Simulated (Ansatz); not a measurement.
**C2H8OSi2: geometry optimisation in Python**

What geometry does C2H8OSi2 take? The task is a geometry optimisation, for C2H8OSi2.

Computed with Ansatz 0.2.0 through its Python package. Level of theory: PBE0/def2-SVP.

## 1. The system

Bond lengths: C1–C2 1.306 Å, C2–Si3 1.838 Å, Si3–O4 1.670 Å, O4–Si5 1.597 Å, C1–H6 1.120 Å, C1–H7 1.101 Å, C2–H8 1.108 Å, Si3–H9 1.468 Å, Si3–H10 1.438 Å, Si5–H11 1.523 Å, Si5–H12 1.473 Å, Si5–H13 1.471 Å. Angles (14 of 19 angles, heavy atoms first): C1–C2–Si3 126.7°, C2–Si3–O4 110.3°, Si3–O4–Si5 143.7°, C1–C2–H8 117.9°, Si3–C2–H8 115.3°, C2–C1–H6 122.7°, C2–C1–H7 124.2°, C2–Si3–H9 108.4°, C2–Si3–H10 110.6°, O4–Si3–H9 105.3°, O4–Si3–H10 111.4°, O4–Si5–H11 111.1°, O4–Si5–H12 111.5°, O4–Si5–H13 106.8°.

No structure file is read: the coordinates are typed or built in the script.

## 2. The code

opt_c2h8osi2.py reads:

```python
# -*- coding: utf-8 -*-
"""Relax the C2H8OSi2 molecule."""

from dataclasses import dataclass
import itertools

import ansatz as az
from ase.data import atomic_numbers, covalent_radii
import numpy as np


@dataclass
class Settings:
    basis_set: str = "def2-SVP"
    functional: str = "pbe0"


cfg = Settings()

geometry_ang = [
    ("C", [0.0429, 1.9798, -0.978]),
    ("C", [0.0394, 0.7939, -1.5243]),
    ("Si", [-0.7443, -0.7254, -0.848]),
    ("O", [-0.5772, -0.7736, 0.8131]),
    ("Si", [0.4609, -1.0522, 1.994]),
    ("H", [0.4779, 2.8782, -1.486]),
    ("H", [-0.4949, 2.2369, -0.0524]),
    ("H", [0.6079, 0.6547, -2.4651]),
    ("H", [-0.0025, -1.8894, -1.3465]),
    ("H", [-2.1258, -0.7988, -1.2386]),
    ("H", [-0.22, -0.9662, 3.354]),
    ("H", [1.0802, -2.3826, 1.8654]),
    ("H", [1.476, 0.0101, 1.9272]),
]
molecule = az.Crystal.molecule()
for symbol, xyz in geometry_ang:
    molecule = molecule.atom(symbol, xyz)

setup = (
    molecule.calculation()
    .basis(gaussian=cfg.basis_set)
    .functional(cfg.functional)
)
symbols = [site.symbol for site in molecule.cartesian_sites]
start = np.array([site.position_ang for site in molecule.cartesian_sites], dtype=float)
data = setup.relax(force_tolerance=0.005).run(threads=1).report
end = np.array(data["positions_ang"])

for key in ("converged", "free_energy_ev", "reference_energy_ev", "n_frozen", "n_occupied", "n_virtual"):
    print(f"{key:22s} {data[key]}")

# pairs closer than 1.2 times the sum of covalent radii, before or after
radius = [covalent_radii[atomic_numbers[s]] for s in symbols]
span = lambda where, i, j: np.linalg.norm(where[i] - where[j])
bonded = [(i, j) for i, j in itertools.combinations(range(len(symbols)), 2) if min(span(start, i, j), span(end, i, j)) < 1.2 * (radius[i] + radius[j])]
print("pair        before    after (A)")
for i, j in bonded:
    print(f"{symbols[i]}{i}-{symbols[j]}{j}".ljust(10), f"{span(start, i, j):8.4f} {span(end, i, j):8.4f}")
with open("c2h8osi2_opt.xyz", "w") as handle:
    handle.write(f"{len(symbols)}\nrelaxed C2H8OSi2\n")
    handle.writelines(f"{s:2s} {x:11.6f} {y:11.6f} {z:11.6f}\n" for s, (x, y, z) in zip(symbols, end))
```

## 3. The run

Command:

```sh
> python opt_c2h8osi2.py
```

**Question.** What results will this script give? Wanted: total energy; dipole moment; moves of the relaxation; energy gained; last largest force component.

As calculated:

| quantity | value |
| --- | --- |
| total energy | -19988.1221 eV |
| dipole moment | 0.38 D |
| moves of the relaxation | 47 |
| energy gained | 0.307 eV |
| last largest force component | 0.0042 eV/Å |

After 47 moves the largest shift is 1.305 Å, of atom 8 (H). So large a move can change the bonding: the results belong to the relaxed structure. The end point is the stationary point reached from this start; no frequency run checks that it is a minimum, and the basis set is modest.
